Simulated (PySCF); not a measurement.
# MoNCl₂: doublet, from a trigonal pyramidal start

The task is one start of a wider search on MoNCl₂: the doublet, from a trigonal pyramidal start. It is relaxed, tested by its Hessian and followed downhill if it is a saddle.

Program: PySCF 2.14.0. Level of theory: PBE0, basis Mo def2-TZVP with ECP28, N def2-TZVP, Cl def2-TZVP, scalar-relativistic core potentials, no spin–orbit coupling, density fitting. These are calculated values, not measurements.

### Step 1. The system as given

4 atoms, charge 0, spin multiplicity 2.

Bond lengths: Mo1–N2 1.810 Å, Mo1–Cl3 2.370 Å, Mo1–Cl4 2.370 Å. Angles: N2–Mo1–Cl3 99.8°, N2–Mo1–Cl4 99.8°, Cl3–Mo1–Cl4 99.8°.

Z-matrix (Å, degrees; charge 0 multiplicity 2):
```
Mo
N  1 1.8100
Cl 1 2.3700 2 99.76
Cl 1 2.3700 2 99.75 3 -101.77
```

### Step 2. First SCF at the start

One driver script runs all steps and calls PySCF; scf.py shows how it sets up the SCF of each step. The optimiser is the driver's own. After this first run the driver tries any further starts and a stability analysis.

The input, scf.py:

```python
from pyscf import gto, scf, dft
mol = gto.M(atom='''
Mo    -0.000000    -0.566930     0.000000
N      1.809340    -0.614950     0.000040
Cl    -0.362290     0.916780    -1.812240
Cl    -0.362250     0.916750     1.812220''',
    basis={'Mo': 'def2-TZVP', 'N': 'def2-TZVP', 'Cl': 'def2-TZVP'},
    ecp={'Mo': 'def2-TZVP'},
    charge=0, spin=1)
mf = dft.UKS(mol, xc='PBE0')
mf.grids.atom_grid = (50, 194)
aux = {'Mo': 'def2-universal-JKFIT', 'N': 'def2-universal-JKFIT', 'Cl': 'def2-universal-JKFIT'}
mf = mf.density_fit(auxbasis=aux)
mf.conv_tol = 1e-08
mf.diis_space = 10
mf.max_cycle = 60
mf.init_guess = 'minao'
mf.verbose = 4
mf.kernel()
```

Started as:

```bash
$ OMP_NUM_THREADS=4 python axn.py task.json out
```

The runs that follow: Relaxing the doublet from the trigonal pyramidal start; Hessian and properties.

Q: Predict the outcome of this session. Wanted: minimum; geometry; wavenumbers; dipole moment; highest occupied, lowest empty level; polar-tensor charge of Mo1; zero-point energy; atomisation energy; ⟨S²⟩.

**Answer**, as computed:

| quantity | value |
| --- | --- |
| minimum | doublet, Cs |
| geometry | Mo–Cl 2.258 Å (×2), Mo–N 1.613 Å; Cl–Mo–Cl 123.3°, Cl–Mo–N 109.0° (×2) |
| wavenumbers (cm⁻¹) | 76 (a'), 161 (a'), 265 (a''), 392 (a'), 449 (a''), 1179 (a') |
| dipole moment | 2.38 D |
| highest occupied, lowest empty level (either spin) | -7.58, -4.19 eV |
| polar-tensor charge of Mo1 | +1.56 e |
| zero-point energy | 15.1 kJ/mol |
| entropy at 298.15 K | 336.8 J/(mol K) |
| atomisation energy (no zero-point energy) | 1253 kJ/mol |
| ⟨S²⟩ | 0.763 |

What this shows: The trigonal pyramidal start keeps its Cs symmetry and ends in a minimum. In the infrared the band at 449 cm⁻¹ (a'', stretch) leads. Most of the spin sits on Mo1 (Mulliken spin 1.14, against 1 for the whole molecule). Other starts or spin states, not run here, may lie lower. One determinant may miss the lowest occupation of an open d or f shell.
